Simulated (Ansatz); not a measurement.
# LaNb4O: the cost of one run

Program: Ansatz 0.2.0. Level of theory: DFT PBE, scalar-relativistic, plane waves, PAW. These are calculated values, not measurements.

1 further run of the same task is left out (set aside as unsound or not needed).

## Step 1: The starting structure

Symmetry: P4/mmm, No. 123, tetragonal system. The conventional cell has a = 4.956 Å, b = 4.956 Å, c = 4.747 Å, α = 90.00°, β = 90.00°, γ = 90.00°. Around La (site symmetry 4/mmm) lie 8 Nb at 2.72 Å. Nb (site symmetry 2mm) has 2 Nb at 2.26 to 2.49 Å and 2 La at 2.72 Å and 2 O at 2.72 Å as nearest neighbours. O (site symmetry 4/mmm) has 8 Nb at 2.72 Å as nearest neighbours.

Structure file:

```cif
data_structure
_symmetry_space_group_name_H-M 'P4/mmm'
_symmetry_Int_Tables_number 123
_cell_length_a 4.9561
_cell_length_b 4.9561
_cell_length_c 4.7473
_cell_angle_alpha 90.000
_cell_angle_beta 90.000
_cell_angle_gamma 90.000
_cell_volume 116.61
loop_
_atom_site_label
_atom_site_type_symbol
_atom_site_symmetry_multiplicity
_atom_site_Wyckoff_symbol
_atom_site_fract_x
_atom_site_fract_y
_atom_site_fract_z
_atom_site_occupancy
La1 La 1 c 0.50000 0.50000 0.00000 1
Nb1 Nb 4 i 0.00000 0.50000 0.76244 1
O1 O 1 a 0.00000 0.00000 0.00000 1
```

Recipe of the guess: random cell by space group and Wyckoff sites (P4/mmm, No. 123). Its size is a rough estimate.

## Step 2: A first look at the guess

input.yaml

```yaml
crystal:
  lattice:
    - [4.95608467, 0.0, 0.0]
    - [0.0, 4.95608467, 0.0]
    - [0.0, 0.0, 4.74731969]
  atoms:
    - { symbol: La, position: [0.5, 0.5, 0.0] }
    - { symbol: Nb, position: [0.0, 0.5, 0.76244042] }
    - { symbol: Nb, position: [0.5, 0.0, 0.76244042] }
    - { symbol: Nb, position: [0.0, 0.5, 0.23755958] }
    - { symbol: Nb, position: [0.5, 0.0, 0.23755958] }
    - { symbol: O, position: [0.0, 0.0, 0.0] }
basis:
  ecutwfc: 420
kpoints:
  mp_grid: { grid: [4, 4, 4] }
hamiltonian:
  xc: pbe
scf:
  occupations: { method: gaussian, width: 0.1 }
  lower_state_search: "off"
output:
  forces: true
  stress: true
  eigenvalues: true
```

On the command line:

```console
$ ansatz run input.yaml --threads 1 --pin off --max-ram 2560MiB --backend cpu --events-out ev --progress --plain --runs-dir out
```

What time and memory should one allow on 1 thread of Arm Neoverse V2, shared host?

About 4.7 s, with a peak of 0.4 GiB.
